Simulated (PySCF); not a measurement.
# The bond of GeI+, level by level

The task here is to estimate one member of a computed series from the others.

Method: Ge cc-pVDZ-PP with ECP10, I cc-pVDZ-PP with ECP28, scalar-relativistic core potentials; program: PySCF 2.14.0.

The first run:

The job is set up so:

```json
{
 "atoms": "Ge, I",
 "charge": "1",
 "basis": "Ge cc-pVDZ-PP with ECP10, I cc-pVDZ-PP with ECP28",
 "Hamiltonian": "scalar-relativistic core potentials",
 "basis functions": "46",
 "electrons treated": "46",
 "masses in u": "73.9212, 126.9045",
 "levels": "PBE0, PBE, r²SCAN, revPBE, M06, B3LYP, HSE06, HF, MP2, SCS-MP2, CCSD, CCSD(T)",
 "grid": "80 radial by 434 angular points",
 "occupations": "held fixed by the projection of orbital angular momentum",
 "dissociation limit": "Ge+ + I, each in its ground configuration",
 "starting distance in angstrom": "2.570",
 "values of 2S to try": "0, 2"
}
```

Run with:

```
OMP_NUM_THREADS=1 python dia.py task.json out
```

Among the steps run: The job; PBE0 along the bond; Excited determinants; PBE; r²SCAN; revPBE (GGA); M06; B3LYP; HSE06; RHF; MP2 and coupled cluster.

One table of the session follows, with a row left open; its other results are not shown here.

It belongs to the step «The curves together». Energy (eV) from each level's lowest point:

```
R (Å)    RHF  RHF-MP2  RHF-SCS-MP2  RHF-CCSD  RHF-CCSD(T)
2.083  1.418    1.451        1.471       n/a          n/a
2.180  0.618    0.635        0.650     0.656        0.689
2.277  0.187    0.193        0.202     0.207        0.228
2.349  0.038    0.039        0.044     0.047        0.058
2.422  0.000    0.000        0.000     0.000        0.000
2.495  0.046    0.047        0.042     0.038        0.027
2.591  0.203    0.209        0.196     0.185        0.157
2.713      ?        ?            ?         ?            ?
2.858  0.941    0.982        0.939     0.896        0.820
3.052  1.579    1.660        1.587       n/a          n/a
```

Q: Estimate the row for R (Å) = 2.713 from the others.

Worked estimate for «RHF». A straight line through the neighbours (2.591, 0.203) and (2.858, 0.941) gives 0.203 + (0.941 − 0.203) × (2.713 − 2.591) / (2.858 − 2.591) = 0.540; a parabola fitted to 4 rows on both sides gives 0.517.

**Answer.** RHF: 0.500; RHF-MP2: 0.519; RHF-SCS-MP2: 0.494; RHF-CCSD: 0.471; RHF-CCSD(T): 0.422. In «RHF» the line misses by +0.040 and the parabola by +0.017.

State 2 has its PBE0 minimum 2.55 eV higher. The other levels ran on the lowest alone.
